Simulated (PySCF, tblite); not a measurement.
# C₄H₇F₄PSi: infrared bands and NMR shifts

Wanted: the infrared bands and NMR shifts of C₄H₇F₄PSi (`F/C([SiH3])=P/CCC(F)(F)F`), by calculation.

Computed with tblite 0.8.0 and PySCF 2.14.0, with density-fitted response routines of our own, on a single molecule in the gas phase. Atoms are numbered from 0 throughout.

### Step 1. The starting structure

17 atoms, charge 0, multiplicity 1; geometry from: GFN2-xTB.

Bonds of the start (Å): F0–C1 1.37, C1–Si2 1.91, C1–P3 1.68, P3–C4 1.88, C4–C5 1.53, C5–C6 1.51, C6–F7 1.34, C6–F8 1.34, C6–F9 1.34, Si2–H10 1.46, Si2–H11 1.46, Si2–H12 1.46, C4–H13 1.09, C4–H14 1.09, C5–H15 1.09, C5–H16 1.09.

### Step 2. Infrared spectrum with GFN2-xTB

What the job is given:

```
{"job": {"kind": "ir", "xc": "GFN2-xTB", "basis": "xTB"}, "charge": 0, "multiplicity": 1}
F      2.371189    -2.294290    -0.300771
C      1.636721    -1.139656    -0.315942
Si     2.312151     0.003494     1.051150
P      0.423118    -1.181814    -1.479574
C     -0.344954     0.522262    -1.298843
C     -1.777928     0.464292    -0.770783
C     -1.825740     0.000833     0.668707
F     -1.083646     0.767950     1.482613
F     -3.074316     0.026753     1.160155
F     -1.383952    -1.256320     0.826033
H      1.724335     1.339293     0.977034
H      1.999999    -0.651706     2.317175
H      3.751531     0.070131     0.804676
H      0.268852     1.163358    -0.668192
H     -0.377665     0.956036    -2.301284
H     -2.383038    -0.230859    -1.357068
H     -2.243655     1.452274    -0.804995
```

**Question.** This job is followed by: GIAO PBE0/pcSseg-1 NMR shielding, non-relativistic, gas phase. Predict these results of the whole session: strongest single infrared mode (GFN2-xTB); zero-point energy (GFN2-xTB); 13C shifts against TMS (PBE0/pcSseg-1); 1H shifts against TMS (PBE0/pcSseg-1, means over atoms taken as alike); 19F shifts against CFCl3 (PBE0/pcSseg-1, means over atoms taken as alike); 29Si shifts against TMS (PBE0/pcSseg-1); 31P shifts against H3PO4 (PBE0/pcSseg-1).

**Answer**, as computed:

| quantity | value |
| --- | --- |
| strongest single infrared mode (GFN2-xTB) | 2281 cm⁻¹, 336 km/mol |
| zero-point energy (GFN2-xTB) | 63.4 kcal/mol |
| 13C shifts against TMS (PBE0/pcSseg-1) | 248.6, 135.9, 35.5, 25.9 ppm |
| 1H shifts against TMS (PBE0/pcSseg-1, means over atoms taken as alike) | 4.37, 2.50, 2.44 ppm |
| 19F shifts against CFCl3 (PBE0/pcSseg-1, means over atoms taken as alike) | -31.6, -76.6 ppm |
| 29Si shifts against TMS (PBE0/pcSseg-1) | -90.2 ppm |
| 31P shifts against H3PO4 (PBE0/pcSseg-1) | 289.9 ppm |

**Reading.** The lowest mode is imaginary (38i cm⁻¹), so the xTB geometry is not a minimum. The strongest single mode, at 2281 cm⁻¹, moves mainly H10. GFN2-xTB is a fitted tight-binding method: band positions and strengths are rough. Its intensities can rank the bands wrongly. At PBE0/pcSseg-1: The largest span, 874 ppm, is at P3, where the paramagnetic term is -939 ppm.
